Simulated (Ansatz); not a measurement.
Task: Fermi-surface readings of Cu₃Sb, space group Pm-3m, with Ansatz 0.2.0, Python API. Give the script and its output. Use: LDA, PAW, cutoff 510 eV, 6×6×6 k-points, Methfessel-Paxton smearing of 0.1 eV.

```
Cu Sb
1.0
     3.89734    0.00000    0.00000
     0.00000    3.89734    0.00000
     0.00000    0.00000    3.89734
Cu Sb
3 1
Cartesian
  1.9487 1.9487 0.0000
  1.9487 0.0000 1.9487
  0.0000 1.9487 1.9487
  0.0000 0.0000 0.0000
```

`fermi_cu3sb.py`:
```python
# -*- coding: utf-8 -*-
"""Fermi surface readings for Cu3Sb."""

import warnings

import ansatz as az

OCCUPATIONS = "methfessel_paxton"
FUNCTIONAL = "LDA"
KGRID = (6, 6, 6)
ECUT = 510

warnings.simplefilter("ignore", az.DeckWarning)

lattice = az.Lattice.of(
    (3.89734, 0.0, 0.0),
    (0.0, 3.89734, 0.0),
    (0.0, 0.0, 3.89734),
)
sites = [
    ("Cu", (0.5, 0.5, 0.0)),
    ("Cu", (0.5, 0.0, 0.5)),
    ("Cu", (0.0, 0.5, 0.5)),
    ("Sb", (0.0, 0.0, 0.0)),
]
system = az.Crystal(lattice=lattice)
for symbol, position in sites:
    system = system.atom(symbol, position)

setup = (
    system.calculation()
    .occupations(OCCUPATIONS)
    .functional(FUNCTIONAL)
    .kpoints(*KGRID)
    .basis(ECUT)
    .eigenstates(nscf_kmesh=(8, 8, 8), level_slopes=True)
)
surface = setup.run().fermi_surface().to_plain()
for way, reading in surface.items():
    if reading:
        rho_lambda = [f"{v:.3e}" for v in reading["resistivity_times_mean_free_path_ohm_m2"]]
        print(f"{way:24s} area {reading['spin_summed_area_per_ang2']:8.3f} 1/A^2  rho*lambda (ohm m^2) {rho_lambda}")
```

```console
$ python fermi_cu3sb.py
by_tetrahedra            area   29.168 1/A^2  rho*lambda (ohm m^2) ['1.048e-15', '1.048e-15', '1.048e-15']
by_slopes                area   31.387 1/A^2  rho*lambda (ohm m^2) ['9.740e-16', '9.740e-16', '9.740e-16']
on_every_second_point    area   20.652 1/A^2  rho*lambda (ohm m^2) ['1.480e-15', '1.480e-15', '1.480e-15']
```

Reading the output:
- No spin polarisation was allowed.
- For a metal this k-point mesh is coarse: on a finer one energies can move by several to tens of meV an atom and pressures by half a GPa or more, differences at one mesh by less.
- The structure comes from a database of computed cells and needn't be a stable or known phase.
- The three readings differ by the mesh error.
- Run time: 6 s on 1 thread of Intel(R) Xeon(R) Platinum 8488C (Sapphire Rapids), with other jobs on the host, peak memory 0.44 GiB.
